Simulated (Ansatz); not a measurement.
# SnO: the cost of one run

Computed with Ansatz 0.2.0 (DFT PBE+D3(BJ), scalar-relativistic, plane waves, PAW, unless a step's input says otherwise).

3 further runs of the same task are left out: 3 set aside as unsound or not needed.

### 1 Starting point

The structure is tetragonal, space group P4/mmm (No. 123). Conventional cell: a = 3.820 Å, b = 3.820 Å, c = 22.226 Å, α = 90.00°, β = 90.00°, γ = 90.00°. Around Sn (site symmetry 4mm) lie 4 O at 2.25 Å. Around O (site symmetry 2mm) lie 4 Sn at 2.25 Å.

As a file:

```
CELL_PARAMETERS angstrom
3.82017 0.00000 0.00000
0.00000 3.82017 0.00000
0.00000 0.00000 22.22607
ATOMIC_POSITIONS crystal
Sn 0.50000 0.00000 0.20246
O 0.00000 0.00000 0.25562
O 0.50000 0.50000 0.25562
Sn 0.00000 0.50000 0.30878
Sn 0.00000 0.50000 0.47975
O 0.50000 0.50000 0.53291
O 0.00000 0.00000 0.53291
Sn 0.50000 0.00000 0.58607
```

This is the geometry at the first point of the grid.

### 3 Setting up the map

Atoms count from 1 in the order of the input.

The upper layer of a bilayer is slid over the lower one; relaxed at each slide: nothing; the origin of the map has Sn5 above Sn4; the distance between the facing planes is held at 3.80 Å.

First coordinate, slide of the upper layer along the first cell vector, from Sn5 above Sn4: 8 values from 0.000 to 0.875, periodic. Second coordinate, slide of the upper layer along the second cell vector, from Sn5 above Sn4: 8 values from 0.000 to 0.875, periodic.

Nothing else is relaxed. Points are written as (first, second).

The two vectors of the plane (Å): (3.820, 0.000, 0.000); (0.000, 3.820, 0.000).

(The set-up runs are not shown.)

### 4 Grid point (0/8, 0/8) of the map's two axes

Input file input.yaml:

```yaml
crystal:
  lattice:
    - [3.8201708766, 0.0, 0.0]
    - [0.0, 3.8201708766, 0.0]
    - [0.0, 0.0, 22.2260720666]
  atoms:
    - { symbol: Sn, position: [0.5, 0.0, 0.2024649244] }
    - { symbol: O, position: [0.0, 0.0, 0.2556240257] }
    - { symbol: O, position: [0.5, 0.5, 0.2556240257] }
    - { symbol: Sn, position: [0.0, 0.5, 0.308783127] }
    - { symbol: Sn, position: [0.0, 0.5, 0.4797535076] }
    - { symbol: O, position: [0.5, 0.5, 0.5329126089] }
    - { symbol: O, position: [0.0, 0.0, 0.5329126089] }
    - { symbol: Sn, position: [0.5, 0.0, 0.5860717102] }
basis:
  ecutwfc: 420
kpoints:
  mp_grid: { grid: [7, 7, 1] }
hamiltonian:
  xc: pbe
  pseudopotentials: { kind: paw, azcp: { folder: soft_1 } }
  dispersion: d3bj
scf:
  occupations: { method: gaussian, width: 0.05 }
output:
  forces: true
  eigenvalues: true
efield:
  axis: 3
  dipole_correction: true
  ramp_width: 0.04
```

On the command line:

```
ansatz run input.yaml --threads 1 --pin off --max-ram 3072MiB --backend cpu --events-out ev --progress --plain --runs-dir out
```

Q: Estimate wall time and peak memory on 1 thread of Arm Neoverse N1, shared host.

About 36 s, with a peak of 0.46 GiB.
